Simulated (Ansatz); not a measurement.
# BrClFGe: rigid scan of one bond length, by script

How does the energy of BrClFGe change as one bond is stretched? Aim: a rigid scan of one bond length, for BrClFGe, run from a script.

Computed with Ansatz 0.2.0, driven from Python. Level of theory: r2SCAN/def2-SVP.

## (1) The system

Bond lengths: F1–Ge2 1.813 Å, Ge2–Cl3 2.148 Å, Ge2–Br4 2.278 Å. Angles: F1–Ge2–Cl3 108.9°, F1–Ge2–Br4 110.6°, Cl3–Ge2–Br4 107.4°.

The script holds or builds the structure itself.

## (2) The code

Input file brclfge.py:

```python
from dataclasses import dataclass

import ansatz as az
import matplotlib.pyplot as plt
import numpy as np


@dataclass(frozen=True)
class RunConfig:
    basis: str = "def2-SVP"
    xc: str = "r2scan"


cfg = RunConfig()

GEOMETRY = """
F     0.39070   -1.62230    0.75090
Ge   -0.16670    0.08430    0.49850
Cl    1.51710    1.28940   -0.07390
Br   -1.68550    0.18830   -1.19580
"""


def main() -> None:
    molecule = az.Crystal.molecule()
    for line in GEOMETRY.strip().splitlines():
        symbol, *xyz = line.split()
        molecule = molecule.atom(symbol, [float(v) for v in xyz])

    symbols = [site.symbol for site in molecule.cartesian_sites]
    start = np.array([site.position_ang for site in molecule.cartesian_sites])
    axis = (start[2] - start[1]) / np.linalg.norm(start[2] - start[1])
    moving = [2]
    lengths, energies = [1.89, 1.976, 2.062, 2.148, 2.234, 2.32, 2.406, 2.535], []
    for length in lengths:
        xyz = start.copy()
        xyz[moving] += (length - np.linalg.norm(start[2] - start[1])) * axis
        point = az.Crystal.molecule()
        for symbol, place in zip(symbols, xyz):
            point = point.atom(symbol, place.tolist())
        model = point.calculation().basis(gaussian=cfg.basis).functional(cfg.xc).spin("collinear", total=1)
        summary = model.run(threads=1).report
        energies.append(summary["free_energy_ev"])
        print(f"r = {length:6.3f} A  E = {energies[-1]:.5f} eV  <S^2> = {abs(summary['mean_field']['state']['spin_squared']):.3f}")

    fit = np.polynomial.Polynomial.fit(lengths, np.array(energies) - min(energies), 4).convert()
    roots = [r.real for r in fit.deriv().roots() if abs(r.imag) < 1e-9 and fit.deriv(2)(r.real) > 0]
    r_e = min(roots, key=lambda r: abs(r - lengths[int(np.argmin(energies))]))
    print(f"minimum of the fit at {r_e:.4f} A, force constant {fit.deriv(2)(r_e):.2f} eV/A^2")
    plt.figure(figsize=(4.5, 3))
    plt.plot(lengths, np.array(energies) - min(energies), "o-")
    plt.xlabel("bond length (A)")
    plt.ylabel("E - E(min) (eV)")
    plt.tight_layout()
    plt.savefig("scan.png", dpi=100)


if __name__ == "__main__":
    main()
```

## (3) The calls as engine input

The engine receives this input (first run):

```yaml
crystal:
  periodic: [false, false, false]
  atoms:
    - { symbol: F, position_ang: [0.3907, -1.6223, 0.7509] }
    - { symbol: Ge, position_ang: [-0.1667, 0.0843, 0.4985] }
    - { symbol: Cl, position_ang: [1.3146654525987436, 1.1445170726492138, -0.005083314566766181] }
    - { symbol: Br, position_ang: [-1.6855, 0.1883, -1.1958] }
basis:
  gaussian:
    orbitals: def2-SVP
hamiltonian:
  xc: r2scan
magnetization:
  spin_polarized: true
  initial_magnetization: 1.0
```

## (4) The run

The run is started by

```bash
> python brclfge.py
```

Q: Predict the main results. Wanted: range of energy; lowest point, distance.

The runs gave:

```
                        quantity     value
bond length at the fit's minimum  2.1643 Å
                   runs compared         8
                 range of energy  0.871 eV
      lowest point, distance (Å)      2.15
```

What this shows: The lowest point, at 2.15, lies inside the range. The ends stand 0.871 and 0.572 eV above it. The distance scanned is the script's pair 1, 2. What to keep in mind:
- The rest of the molecule is held rigid at a force-field or estimated start geometry, and the basis set is modest; single-reference methods fail as a bond breaks.
- The species is open-shell (spin multiplicity 2).
